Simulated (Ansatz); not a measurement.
# ReIF: a short molecular-dynamics run

What does ReIF do over 40 steps of 1.5 fs under a Langevin thermostat at 300 K? The cell is a randomly packed cell of 6 atoms, taken as it stands, without a relaxation.

All numbers below are computed with Ansatz 0.2.0 (DFT PBE, plane waves, PAW, scalar-relativistic, no spin polarisation).

## (1) The starting structure

The cell holds 6 atoms (F2I2Re2): a = 5.128 Å, b = 5.085 Å, c = 5.160 Å, α = 73.47°, β = 84.68°, γ = 78.59°.

Structure file:

```xyz
6
Lattice="4.7749 1.8480 0.2907 -0.8707 4.8350 1.3115 0.1341 0.1699 5.1553" Properties=species:S:1:pos:R:3 pbc="T T T"
Re    0.8098    1.3383    2.7827
Re    0.6036    3.2046    5.2926
F     3.5426    2.3364    4.2940
F     3.1626    6.3689    2.1747
I     2.7372    5.1374    4.2403
I     2.8813    3.4782    1.7992
```

## (2) Molecular dynamics

Input file input.yaml:

```yaml
crystal:
  lattice:
    - [4.774888, 1.847993, 0.290729]
    - [-0.870657, 4.834963, 1.311536]
    - [0.134085, 0.169865, 5.15531]
  atoms:
    - { symbol: Re, position: [0.190209, 0.187191, 0.481422] }
    - { symbol: Re, position: [0.202966, 0.554502, 0.87411] }
    - { symbol: F, position: [0.751867, 0.169606, 0.747376] }
    - { symbol: F, position: [0.839788, 0.991991, 0.12211] }
    - { symbol: I, position: [0.698134, 0.775136, 0.585941] }
    - { symbol: I, position: [0.680442, 0.45244, 0.195516] }
kpoints:
  mp_grid: { grid: [3, 3, 3] }
magnetization:
  spin_polarized: false
scf:
  occupations: { method: fermi_dirac, width: 0.025 }
  convergence: { dr2_threshold: 1.0e-06 }
hamiltonian:
  pseudopotentials: { kind: paw }
  xc: pbe
basis:
  ecutwfc: 420
  xc_grid: 3
md:
  timestep: 1.5
  n_steps: 40
  ensemble: nvt_langevin
  temperature: 300.0
  initial_velocities: maxwell_boltzmann
  seed: 574801
```

Started as:

```sh
$ ansatz run input.yaml --threads 2 --pin off --max-ram 2560MiB --backend cpu --events-out ev --progress --plain --runs-dir out
```

**Question.** What will these runs give? Wanted: temperature, first and last step; temperature, second half; potential energy, second half; mean square displacement, second half.

The runs gave:

```
                             quantity                             value
                               length                40 steps of 1.5 fs
     temperature, first and last step                    250 and 3018 K
             temperature, second half  mean 2058 K, from 1554 to 3082 K
        potential energy, second half      -327 meV/atom from the start
mean square displacement, second half     F 0.434, Re 0.020, I 0.014 Å²
```

What this shows: Against a set 300 K the second half averages 2058 K, going from 1810 to 3018 K over that half; the potential energy of that half lies 327 meV/atom under the start, and the run is not yet in equilibrium. Over the second half F atoms stand 0.7 Å (root mean square) from where they began, and the farthest move is 0.8 Å. Settings off the usual here: scf.occupations.method, scf.occupations.width, basis.xc_grid, scf.convergence.dr2_threshold. 60 fs on 6 atoms is far too short and small for converged averages.
